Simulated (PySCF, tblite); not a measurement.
# C₆H₅O₄P: infrared bands and NMR shifts

Aim: predict the infrared bands and NMR shifts of C₆H₅O₄P (`COC(=O)c1ocpc1C=O`).

Programs: tblite 0.8.0 and PySCF 2.14.0, with density-fitted response routines of our own. Each step states its level of theory. These are calculated values for one molecule in the gas phase, unless marked as measured. Atoms count from 0, in the outputs and in this text.

**1. The molecule as given**

16 atoms, charge 0, multiplicity 1; geometry from: GFN2-xTB.

Bonds of the start (Å): C0–O1 1.42, O1–C2 1.33, C2–O3 1.21, C2–C4 1.48, C4–O5 1.33, O5–C6 1.33, C6–P7 1.72, P7–C8 1.78, C8–C9 1.46, C9–O10 1.21, C8–C4 1.38, C0–H11 1.09, C0–H12 1.09, C0–H13 1.09, C6–H14 1.08, C9–H15 1.10.

**2. Harmonic vibrations with GFN2-xTB**

The job: settings as JSON, then the geometry in Å.

```
{"job": {"kind": "ir", "xc": "GFN2-xTB", "basis": "xTB"}, "charge": 0, "multiplicity": 1}
C      3.052347    -0.043582     0.112667
O      1.749773     0.509032    -0.017217
C      0.739768    -0.357708     0.077354
O      0.876031    -1.542122     0.261270
C     -0.563528     0.318266    -0.070262
O     -0.569401     1.634936    -0.271371
C     -1.808058     2.113853    -0.385382
P     -3.090583     0.978292    -0.255220
C     -1.824064    -0.250173    -0.025805
C     -2.179376    -1.649311     0.175710
O     -3.327799    -2.015899     0.187864
H      3.162535    -0.527284     1.085472
H      3.744354     0.788680     0.015983
H      3.228110    -0.785482    -0.669118
H     -1.864714     3.176664    -0.548520
H     -1.332996    -2.339219     0.315165
```

**Question.** This job is followed by: GIAO PBE0/pcSseg-1 NMR shielding, non-relativistic, gas phase. Predict these results of the whole session: strongest single infrared mode (GFN2-xTB); zero-point energy (GFN2-xTB); 13C shifts against TMS (PBE0/pcSseg-1); 1H shifts against TMS (PBE0/pcSseg-1, means over atoms taken as alike); 17O shifts against H2O (PBE0/pcSseg-1); 31P shifts against H3PO4 (PBE0/pcSseg-1).

**Answer**, as computed:

| quantity | value |
| --- | --- |
| strongest single infrared mode (GFN2-xTB) | 1742 cm⁻¹, 397 km/mol |
| zero-point energy (GFN2-xTB) | 64.1 kcal/mol |
| 13C shifts against TMS (PBE0/pcSseg-1) | 194.3, 193.9, 165.0, 162.8, 157.0, 54.3 ppm |
| 1H shifts against TMS (PBE0/pcSseg-1, means over atoms taken as alike) | 11.36, 8.94, 4.20 ppm |
| 17O shifts against H2O (PBE0/pcSseg-1) | 710.4, 418.5, 364.7, 192.3 ppm |
| 31P shifts against H3PO4 (PBE0/pcSseg-1) | 151.7 ppm |

What this shows: No mode is imaginary among the 42: a minimum at this level. The strongest single mode, at 1742 cm⁻¹, moves mainly C2 and O3. Unscaled tight-binding wavenumbers are off by several per cent, some by more. Its intensities can rank the bands wrongly. The most deshielded hydrogen is H15 (hydrogen on an aldehyde carbonyl carbon), at 11.36 ppm: the formyl region, downfield of aromatic protons. At PBE0/pcSseg-1: The largest span, 1412 ppm, is at O10, where the paramagnetic term is -768 ppm. NICS(1)zz of -23 ppm above the planar ring from C4 marks a diatropic (aromatic) ring current.
